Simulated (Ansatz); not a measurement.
# VWC2 (R-3m) in Ansatz: notebook

The runs below take VWC2 through projected density of states, with PBE+U.

Everything below comes from runs of Ansatz 0.2.0. Logs are shortened: lines on timing, memory, paths and dates and some standing lists are left out, and cuts for length are marked.

## 1. The structure

The structure is trigonal, space group R-3m (No. 166). The conventional cell has a = 3.034 Å, b = 3.034 Å, c = 14.802 Å, α = 90.00°, β = 90.00°, γ = 120.00°. W (site symmetry -3m) has 6 C at 2.17 Å as nearest neighbours. V (site symmetry -3m) is surrounded by 6 C at 2.11 Å. C (site symmetry 3m) is surrounded by 3 V at 2.11 Å and 3 W at 2.17 Å.

The cell comes from a database or a generator and needn't be the stable form of this composition.

## 2. Projected density of states, PBE+U, collinear spin, ferromagnetic start

input.yaml reads:

```yaml
crystal:
  lattice:
    - [1.5170411163, 0.8758640969, 4.933893193]
    - [-1.5170411163, 0.8758640969, 4.933893193]
    - [0.0, -1.7517281937, 4.933893193]
  atoms:
    - { symbol: W, position: [0.0, 0.0, 0.0] }
    - { symbol: V, position: [0.5, 0.5, 0.5], spin: 2.0 }
    - { symbol: C, position: [0.246494, 0.246494, 0.246494] }
    - { symbol: C, position: [0.753506, 0.753506, 0.753506] }
hamiltonian:
  xc: pbe
  pseudopotentials: { kind: paw }
  hubbard:
    sites: [{ species: V, l: d, u_eff: 2.0 }, { species: W, l: d, u_eff: 2.0 }]
magnetization:
  spin_polarized: true
kpoints:
  mp_grid: { grid: [10, 10, 10] }
scf:
  occupations: { method: fermi_dirac, width: 0.05 }
  n_extra_bands: 10
output:
  forces: true
  stress: true
  eigenvalues: true
  dos: { projected: true, de: 0.05, nscf_kmesh: { grid: [15, 15, 15] } }
```

Potentials or basis: Ansatz PAW.

Run with:

```console
ansatz run input.yaml --threads 2 --pin off --max-ram 5632MiB --backend cpu --events-out ev --progress --plain --runs-dir out
```

The log of the run:

```text
Warning: RAYON_NUM_THREADS=2 ignored (pool sized by the plan → 2); use --threads N
basis.fft_grid_basis auto: the FFT boxes are laid along the combinations [[1, 0, -1], [0, 1, -1], [0, 0, 1]] of the cell's own vectors, 3.034, 3.034 and 5.236 Å long. The dense box has 24×24×36 points. Along the cell's own vectors, as sized, it would have 36×36×36, 2.25 times as many. Of the 12 symmetry operations that the crystal satisfies within crystal.symmetry.tolerance (time reversal apart; of a slab, those that keep its plane) the dense box along the cell's own vectors carries 12, and the one as laid loses 8 of those. basis.fft_grid_basis: typed keeps the cell's own vectors: state it where this run's energies or levels are differenced outside the engine with another run's, or held beside a run that keeps those vectors.
W: projections on atomic orbitals take those of the free atom [Kr 4d10 4f14] 5s2 5p6 5d4 6s2, of charge +0.00 (hamiltonian.pseudopotentials.projection_atoms); the dataset's partial waves leave at most 6.5e-5 of an orbital's norm unspanned inside its sphere
V: projections on atomic orbitals take those of the free atom [Ne] 3s2 3p6 3d3 4s2, of charge +0.00 (hamiltonian.pseudopotentials.projection_atoms); the dataset's partial waves leave at most 5.8e-7 of an orbital's norm unspanned inside its sphere
C: projections on atomic orbitals take those of the free atom [He] 2s2 2p2, of charge +0.00 (hamiltonian.pseudopotentials.projection_atoms); the dataset's partial waves leave at most 3.7e-9 of an orbital's norm unspanned inside its sphere
scf.n_extra_bands = 10 over 18 filled bands (N_el = 35.0): the run solves 28 bands
Engine: ansatz 0.2.0, aarch64-unknown-linux-gnu
Pseudopotentials: kind: paw
Pseudopotential: W, paw, valence charge 14, recommended cutoff 420 eV (normal), W.paw.azcp
Pseudopotential: V, paw, valence charge 13, recommended cutoff 420 eV (normal), V.paw.azcp
Pseudopotential: C, paw, valence charge 4, recommended cutoff 420 eV (normal), C.paw.azcp
Functional definition: PBE
  parameter kappa = 0.804
  parameter beta = 0.06672455060314922
  exchange = pbe_x(kappa = kappa, mu = beta*pi^2/3)
  correlation = pbe_c(beta = beta)
Crystal: 4 atoms, lattice volume = 39.335 Å³
Basis set: ecut = 420 eV, 779 PW (Γ), FFT grids on a1−a3, a2−a3, a3, exchange–correlation on 48×48×72 points (8 copies of the dense FFT grid, shifted against one another)
Bands: 28, of which v1, the nominal top of the filled ones, is band 18 counted from 1 (17 counted from 0)
Symmetry: 12 space group operations
Space group: R-3m (ITA 166), of the structure as read, at distance tolerance 3.4e-5 Å
Magnetic group: BNS 166.97 (UNI 1327), of the structure as read, at distance tolerance 3.4e-5 Å
k-points: 116 of 1000
Non-local potential: W, projectors of the file, l = 0: 3, l = 1: 2, l = 2: 2, l = 3: 1
Non-local potential: V, projectors of the file, l = 0: 3, l = 1: 2, l = 2: 3, l = 3: 1
Non-local potential: C, projectors of the file, l = 0: 2, l = 1: 2, l = 2: 1
PAW form: soft (Blöchl's): semilocal exchange-correlation on the pseudo side does not see the compensation charge
PAW one-centre angular grid: W, 590 points (default); XC on 64 Gauss nodes
PAW one-centre angular grid: V, 590 points (default); XC on 64 Gauss nodes
PAW one-centre angular grid: C, 110 points (default); XC on 64 Gauss nodes
Initial density: superposition of atomic densities (chi_scale 0.1, normalization cell, long waves kept (reshape's long-wave potential 0.00 eV rms))
Starting moments: Σ|m| = 2 μB on 1 of 4 sites
Initial wavefunctions: pseudopotential atomic-orbital guess
Functional: x = pbe(κ = 0.804, μ = 0.2195149727645171), c = pbe(β = 0.06672455060314922)
SCF iter   1: F=—  HF=-13801.256512 eV  |F-HF|=—  |Δ(HF+E_count)|=         —  Δρ=1.04e-1 (↑1.02e-1 ↓1.04e-1)  dr2=4.00e1  dr2_m=1.12e-1  M=1.877 μB ∫|m|=2.114 μB  β_m=1.00  ethr=3.10e-3  ⟨swp⟩=5.9  Hψ=26702  notcnv=0  defer=167
preconditioner: auto → Kerker (q_TF=auto, 2.676 Å⁻¹)  [metal: Δε(μ)=0.001 eV  Ē_g=11.475 eV  σ=0.050 eV  W_gap=0.01  n_scr=16 (ndim 8)  ℏωp=25.8 eV  f_vac=0.000  D(μ)=2.77/eV (n_scr^D=28)]
spin=Collinear: Kerker preconditioning applied to the charge; magnetization (m = ρ↑ − ρ↓) channel mixes plain (no charge-response kernel on spin).
SCF iter   2: F=—  HF=-13796.747305 eV  |F-HF|=—  |Δ(HF+E_count)|=    4.51e0  Δρ=5.98e-2 (↑5.91e-2 ↓5.98e-2)  dr2=1.34e1  dr2_m=5.70e-2  M=1.501 μB ∫|m|=1.959 μB  β_m=0.30  ethr=3.10e-3  ⟨swp⟩=2.3  Hψ=12256  notcnv=0  defer=741
SCF iter   3: F=—  HF=-13794.630272 eV  |F-HF|=—  |Δ(HF+E_count)|=    2.12e0  Δρ=5.37e-2 (↑5.37e-2 ↓1.99e-2)  dr2=1.04e0  dr2_m=3.28e-1  M=0.990 μB ∫|m|=1.594 μB  β_m=0.30  ethr=3.10e-3  ⟨swp⟩=3.7  Hψ=13850  notcnv=0  defer=741
SCF iter   4: F=—  HF=-13794.855242 eV  |F-HF|=—  |Δ(HF+E_count)|=   2.25e-1  Δρ=2.73e-2 (↑2.73e-2 ↓2.59e-2)  dr2=2.94e0  dr2_m=3.96e-3  M=1.350 μB ∫|m|=1.972 μB  β_m=1.00  ethr=2.98e-3  ⟨swp⟩=3.1  Hψ=13121  notcnv=0  defer=621
[... 13 lines left out ...]
SCF iter  16: F=—  HF=-13794.761884 eV  |F-HF|=—  |Δ(HF+E_count)|=   2.17e-3  Δρ=9.57e-4 (↑9.57e-4 ↓5.51e-4)  dr2=7.87e-4  dr2_m=7.78e-5  M=0.741 μB ∫|m|=1.216 μB  β_m=0.90  ethr=3.67e-6  ⟨swp⟩=2.1  Hψ=9442  notcnv=0  defer=597
SCF iter  17: F=—  HF=-13794.762436 eV  |F-HF|=—  |Δ(HF+E_count)|=   5.52e-4  Δρ=4.98e-4 (↑4.98e-4 ↓1.76e-4)  dr2=2.04e-5  dr2_m=3.46e-5  M=0.732 μB ∫|m|=1.191 μB  β_m=0.95  ethr=2.25e-6  ⟨swp⟩=2.2  Hψ=7989  notcnv=0  defer=597
SCF iter  18: F=—  HF=-13794.762827 eV  |F-HF|=—  |Δ(HF+E_count)|=   3.91e-4  Δρ=4.23e-4 (↑4.23e-4 ↓2.61e-4)  dr2=2.36e-4  dr2_m=9.06e-6  M=0.734 μB ∫|m|=1.182 μB  β_m=0.95  ethr=5.83e-8  ⟨swp⟩=2.1  Hψ=10354  notcnv=0  defer=602
SCF iter  19: F=—  HF=-13794.762922 eV  |F-HF|=—  |Δ(HF+E_count)|=   9.48e-5  Δρ=2.61e-4 (↑2.61e-4 ↓6.05e-5)  dr2=2.65e-5  dr2_m=7.47e-6  M=0.740 μB ∫|m|=1.183 μB  β_m=0.97  ethr=5.83e-8  ⟨swp⟩=2.0  Hψ=10059  notcnv=0  defer=602
SCF iter  20: F=—  HF=-13794.762935 eV  |F-HF|=—  |Δ(HF+E_count)|=   1.31e-5  Δρ=9.63e-5 (↑9.63e-5 ↓7.74e-5)  dr2=4.33e-6  dr2_m=1.98e-6  M=0.742 μB ∫|m|=1.186 μB  β_m=0.99  ethr=5.83e-8  ⟨swp⟩=2.0  Hψ=9632  notcnv=0  defer=602
SCF iter  21: F=—  HF=-13794.762939 eV  |F-HF|=—  |Δ(HF+E_count)|=   4.36e-6  Δρ=8.82e-5 (↑8.82e-5 ↓5.82e-5)  dr2=9.86e-6  dr2_m=3.97e-7  M=0.743 μB ∫|m|=1.190 μB  β_m=0.99  ethr=1.24e-8  ⟨swp⟩=2.0  Hψ=9819  notcnv=0  defer=602
SCF iter  22: F=—  HF=-13794.762939 eV  |F-HF|=—  |Δ(HF+E_count)|=   7.24e-8  Δρ=2.91e-5 (↑2.91e-5 ↓1.93e-5)  dr2=7.76e-7  dr2_m=9.35e-8  M=0.743 μB ∫|m|=1.191 μB  β_m=1.00  ethr=1.24e-8  ⟨swp⟩=2.0  Hψ=7245  notcnv=0  defer=602
iter 23 did not close the SCF: its close was put off for a magnetic moment that had not settled (scf_convergence_deferred on its scf_iter line)
SCF iter  23: F=-13794.762939 eV  HF=-13794.762939 eV  |F-HF|=6.24e-9  |Δ(HF+E_count)|=   1.63e-7  Δρ=5.87e-6 (↑4.94e-6 ↓5.87e-6)  dr2=7.08e-9  dr2_m=9.65e-9  M=0.743 μB ∫|m|=1.192 μB  β_m=1.00  ethr=2.86e-10  ⟨swp⟩=9.1  Hψ=28367  notcnv=0
SCF iter  24: F=-13794.762939 eV  HF=-13794.762939 eV  |F-HF|=4.15e-10  |Δ(HF+E_count)|=   3.01e-8  Δρ=1.33e-6 (↑1.33e-6 ↓1.12e-6)  dr2=2.78e-10  dr2_m=4.51e-10  M=0.743 μB ∫|m|=1.192 μB  ethr=2.02e-11  ⟨swp⟩=2.0  Hψ=18247  notcnv=0
SCF 1 converged in 24 iterations: F = -13794.762939 eV  dr2 = 2.78e-10
Symmetry: 4 space group operations
k-points: 282 of 1000
Initial density: read from a saved state, or passed on in memory by an earlier SCF of this step, an earlier step, the calling program or the single point that the run made first
Starting moments: Σ|m| = 2 μB on 1 of 4 sites; this step starts from the density that it was given
SCF iter   1: F=—  HF=-13793.129305 eV  |F-HF|=—  |Δ(HF+E_count)|=         —  Δρ=2.68e-2 (↑2.54e-2 ↓2.68e-2)  dr2=2.48e-1  dr2_m=1.53e-1  M=0.469 μB ∫|m|=0.841 μB  ethr=2.86e-6  ⟨swp⟩=1.0  Hψ=108858  notcnv=0
preconditioner: auto → Kerker (q_TF=auto, 2.676 Å⁻¹)  [metal: Δε(μ)=0.004 eV  Ē_g=10.486 eV  σ=0.050 eV  W_gap=0.02  n_scr=16 (ndim 8)  ℏωp=25.8 eV  f_vac=0.000  D(μ)=2.08/eV (n_scr^D=22)]
spin=Collinear: Kerker preconditioning applied to the charge; magnetization (m = ρ↑ − ρ↓) channel mixes plain (no charge-response kernel on spin).
SCF iter   2: F=—  HF=-13794.771414 eV  |F-HF|=—  |Δ(HF+E_count)|=         —  Δρ=5.73e-3 (↑5.73e-3 ↓4.37e-3)  dr2=1.01e-1  dr2_m=4.38e-4  M=0.714 μB ∫|m|=1.118 μB  ethr=2.86e-6  ⟨swp⟩=1.0  Hψ=65939  notcnv=0
SCF iter   3: F=—  HF=-13794.762444 eV  |F-HF|=—  |Δ(HF+E_count)|=   8.97e-3  Δρ=1.05e-3 (↑1.05e-3 ↓2.48e-4)  dr2=5.92e-4  dr2_m=1.17e-4  M=0.750 μB ∫|m|=1.171 μB  ethr=2.86e-6  ⟨swp⟩=1.0  Hψ=44976  notcnv=0
SCF iter   4: F=—  HF=-13794.762938 eV  |F-HF|=—  |Δ(HF+E_count)|=   4.94e-4  Δρ=6.39e-5 (↑6.39e-5 ↓4.14e-5)  dr2=4.20e-6  dr2_m=2.71e-7  M=0.743 μB ∫|m|=1.191 μB  ethr=1.69e-6  ⟨swp⟩=1.0  Hψ=33932  notcnv=0
SCF iter   5: F=—  HF=-13794.762939 eV  |F-HF|=—  |Δ(HF+E_count)|=   1.16e-6  Δρ=7.04e-6 (↑7.04e-6 ↓4.48e-6)  dr2=1.01e-8  dr2_m=1.05e-8  M=0.743 μB ∫|m|=1.192 μB  ethr=2.86e-10  ⟨swp⟩=2.0  Hψ=38222  notcnv=0
SCF iter   6: F=-13794.762939 eV  HF=-13794.762939 eV  |F-HF|=3.27e-11  |Δ(HF+E_count)|=   2.46e-8  Δρ=6.36e-7 (↑3.33e-7 ↓6.36e-7)  dr2=1.15e-10  dr2_m=5.28e-11  M=0.743 μB ∫|m|=1.192 μB  ethr=2.87e-11  ⟨swp⟩=1.0  Hψ=41623  notcnv=0
SCF iter   7: F=-13794.762939 eV  HF=-13794.762939 eV  |F-HF|=3.46e-11  |Δ(HF+E_count)|=    0.00e0  Δρ=6.37e-7 (↑3.35e-7 ↓6.37e-7)  dr2=1.15e-10  dr2_m=5.30e-11  M=0.743 μB ∫|m|=1.192 μB  ethr=1.00e-12  ⟨swp⟩=1.0  Hψ=46070  notcnv=0
SCF 2 converged in 7 iterations: F = -13794.762939 eV  dr2 = 1.15e-10
an SCF from another whole filling of 2 corrected shells (4 electrons), with 8 of the crystal's symmetry operations given up (282 k-points in place of 116), reached no lower state that the run goes on to. This is no proof of a minimum. Whole fillings of corrected shells: 1 of 1 tried, 0 with no close
NSCF: frozen V_eff on 344 k-points
SCF converged after 24 iterations
Magnetization: 0.7430 μB (17.8715 up, 17.1285 down)
Absolute magnetization: 1.1924 μB (∫|ρ↑−ρ↓|, with the PAW one-centre terms)
Spin contamination: 0.1188 ħ² per cell (⟨S²⟩ above its minimum at these occupations)
Per-site moments (μB) at R_I (Å): [(-0.0606319225748016, 0.8962479804019856), (0.7716671543980064, 0.8716037809886276), (-0.050277799993836955, 0.8716037809886276), (-0.050277799993836934, 0.8716037809886279)]
Free energy (F): -13794.762939 eV
Harris-Foulkes:  -13794.762939 eV  (|F-HF|=4.15e-10)
Internal energy: -13794.746396 eV  (E = F + TS)
E sigma→0 (E₀):  -13794.754668 eV
Entropy (-TS):   -0.016543 eV (-4.136 meV/atom)
Fermi energy:    19.600891 eV
--- Per-component energies (eV) ---
  E_band       = -178.475987
  E_kinetic    = 967.924116
  E_local      = -1611.915767  (includes V_loc(G=0)·N_el)
  E_nonlocal   = 5.174608
  E_hartree    = 659.839113
  E_xc         = -495.993549
  E_vxc        = -526.681386  (∫ρ·V_xc dr)
  E_hubbard    = 4.678726  (on-site DFT+U / exact-exchange correction)
  E_vhub       = 0.923146  (the Hubbard potential's part of the band-sum identity)
  E_paw        = -9871.912478  (= ΣΔE_a)
  E_vpaw       = -333.579658  (= ΣTr[D̂ρ^β])
  E_aug_tail   = 0.000220  (compensation charges beyond the density's cutoff)
  E_ewald      = -3452.541385
  E_smearing   = -0.016543  (= −TS)
  E_closure    = 0.000000  (closes the sum)
  Σ components = -13794.762939   (vs F -13794.762939, Δ=0.00e0)
--- Forces (eV/Å), atoms counted from 1 ---
  atom   1  W     -0.00000000     0.00000000    -0.00000000
  atom   2  V     -0.00000000     0.00000000     0.00000000
  atom   3  C      0.00000000     0.00000000     0.22696247
  atom   4  C     -0.00000000    -0.00000000    -0.22696247
  max |Σ_I F_I| component: 1.73e-18 eV/Å
--- Stress (GPa, compression-positive) ---
        1.192863       0.000000       0.000000
        0.000000       1.192863       0.000000
        0.000000       0.000000       1.776808
  P = ⅓ Tr σ = 1.3875 GPa (13.875 kbar)
--- Band table (eV; the first three rows and the last of 232) ---
  k-point 0 ↑: bands = ["-55.4971", "-46.0763", "-20.1592", "-19.7886", "-19.7886", "-19.6220", "-19.5592", "-19.5592", "4.5583", "8.9474", "10.8305", "14.0324", "14.0324", "17.4103", "17.5958", "17.5958", "19.0450", "19.0450", "19.5493", "19.5493", "19.6165", "20.4882", "20.4882", "21.7335", "25.7974", "27.3045", "27.3045", "27.9247"]
  k-point 1 ↑: bands = ["-55.4940", "-46.0736", "-20.1434", "-19.8116", "-19.7937", "-19.6252", "-19.6136", "-19.5718", "4.8032", "8.7673", "11.1217", "14.0882", "14.1674", "16.9865", "17.2296", "17.3259", "17.5610", "18.7464", "19.8296", "20.1104", "20.3856", "20.7477", "21.4823", "21.6252", "25.9300", "27.0371", "27.2681", "28.3467"]
  k-point 2 ↑: bands = ["-55.4856", "-46.0665", "-20.1003", "-19.8717", "-19.8070", "-19.7538", "-19.6354", "-19.6048", "5.4804", "8.4184", "11.8095", "14.1345", "14.4995", "15.2724", "16.2495", "16.6810", "17.6144", "19.0464", "20.0390", "20.1339", "20.4477", "21.6464", "21.8342", "23.1047", "25.2412", "26.4699", "28.5195", "29.3257"]
  k-point 115 ↓: bands = ["-55.5416", "-45.1424", "-19.8736", "-19.6056", "-19.6056", "-18.9555", "-18.9301", "-18.9301", "5.6444", "6.5976", "13.9134", "14.9520", "14.9520", "15.2018", "16.1563", "16.1563", "18.9415", "18.9415", "20.1228", "20.1228", "20.7043", "20.9418", "23.7835", "23.7835", "24.9983", "24.9983", "28.7250", "28.8979"]
Occupation matrices written to <dir>
```

Wall time 2.3 min (2 threads of Arm Neoverse V2, shared host); peak memory 1.9 GiB.

Results:

```yaml
Free_energy: -13794.7629 eV
Pressure: 1.4 GPa
Largest_force: 0.227 eV/Å
Band_gap_on_the_k_mesh: none (metal or under the smearing width)
Net_moment: 0.74 μB per cell
Absolute_moment: 1.19 μB per cell
Site_moments: W -0.06; V +0.77; C -0.05 μB
Density_of_states_at_the_Fermi_level: 2.21 states/eV per cell
```

Forces on the atoms (eV/Å):
```
W    0.000  0.000  0.000
V    0.000  0.000  0.000
C    0.000  0.000  0.227
C    0.000  0.000 -0.227
```

Levels at points of the mesh, in eV from the Fermi level:
Spin up:
| k point | band 14 | band 15 | band 16 | band 17 | band 18 | band 19 | band 20 | band 21 | band 22 | band 23 |
| --- | --- | --- | --- | --- | --- | --- | --- | --- | --- | --- |
| (0.00, 0.00, 0.00) | -2.19 | -2.01 | -2.01 | -0.56 | -0.56 | -0.05 | -0.05 | 0.02 | 0.89 | 0.89 |
| (0.00, 0.00, -0.50) | -4.70 | -4.62 | -3.78 | -1.07 | -0.75 | 0.38 | 0.91 | 2.21 | 3.12 | 3.53 |
| (0.00, -0.50, -0.50) | -5.28 | -4.61 | -1.82 | -1.76 | 0.18 | 0.30 | 0.78 | 1.32 | 2.35 | 3.01 |
| (-0.50, -0.50, -0.50) | -4.62 | -3.78 | -3.78 | -0.77 | -0.77 | -0.45 | -0.45 | 0.09 | 1.30 | 3.83 |
Spin down:
```
              k point  band 15  band 16  band 17  band 18  band 19  band 20
   (0.00, 0.00, 0.00)    -1.56    -1.27    -0.13    -0.13    -0.13    -0.13
  (0.00, 0.00, -0.50)    -4.34    -3.50    -0.94     0.21     1.72     2.11
 (0.00, -0.50, -0.50)    -4.12    -1.85    -1.80     1.07     1.63     1.70
(-0.50, -0.50, -0.50)    -3.44    -3.44    -0.66    -0.66     0.52     0.52
```

States per cell in windows of 1 eV (zero at the Fermi level; states under -8 eV left out):
| from (eV) | up | down | C 2p down | C 2p up | V 3d up | V 3d down | W 5d down | W 5d up |
| --- | --- | --- | --- | --- | --- | --- | --- | --- |
| -8.0 | 0.60 | 0.57 | 0.28 | 0.29 | 0.07 | 0.05 | 0.17 | 0.17 |
| -7.0 | 0.79 | 0.80 | 0.42 | 0.42 | 0.09 | 0.06 | 0.22 | 0.20 |
| -6.0 | 1.77 | 1.58 | 0.80 | 0.87 | 0.28 | 0.17 | 0.51 | 0.52 |
| -5.0 | 1.75 | 1.76 | 0.85 | 0.75 | 0.52 | 0.39 | 0.46 | 0.43 |
| -4.0 | 0.74 | 0.86 | 0.43 | 0.34 | 0.26 | 0.25 | 0.15 | 0.13 |
| -3.0 | 0.35 | 0.36 | 0.19 | 0.15 | 0.11 | 0.08 | 0.08 | 0.08 |
| -2.0 | 0.72 | 0.50 | 0.19 | 0.21 | 0.33 | 0.11 | 0.19 | 0.16 |
| -1.0 | 1.09 | 0.66 | 0.16 | 0.15 | 0.63 | 0.16 | 0.31 | 0.28 |
| 0.0 | 1.82 | 1.06 | 0.15 | 0.25 | 1.11 | 0.52 | 0.34 | 0.40 |
| 1.0 | 1.40 | 2.00 | 0.21 | 0.31 | 0.52 | 1.19 | 0.55 | 0.50 |
| 2.0 | 1.60 | 2.23 | 0.47 | 0.43 | 0.29 | 0.97 | 0.69 | 0.76 |
| 3.0 | 0.90 | 0.85 | 0.26 | 0.29 | 0.33 | 0.36 | 0.13 | 0.15 |
| 4.0 | 0.40 | 0.73 | 0.16 | 0.11 | 0.16 | 0.33 | 0.07 | 0.05 |
| 5.0 | 0.56 | 0.52 | 0.18 | 0.20 | 0.04 | 0.05 | 0.20 | 0.22 |
| 6.0 | 0.70 | 0.71 | 0.23 | 0.23 | 0.05 | 0.07 | 0.22 | 0.23 |
| 7.0 | 0.69 | 0.73 | 0.25 | 0.23 | 0.04 | 0.05 | 0.24 | 0.23 |

Eigenvalues of the final occupation matrices:
```tsv
site	spin	trace	eigenvalues
site 1	1	2.29	0.45 0.46 0.46 0.46 0.46
site 1	2	2.40	0.45 0.45 0.49 0.51 0.51
site 2	1	2.37	0.41 0.41 0.47 0.47 0.62
site 2	2	1.37	0.21 0.22 0.22 0.36 0.36
```

Caveat: the magnetic or orbital state may not be the lowest; the pressure holds a Pulay correction of +0.4 GPa for the finite cutoff; the U is typed as a test and isn't derived for this compound; the density of states is complete only up to the lowest level of the last band computed.

[end of part 1 of 3]
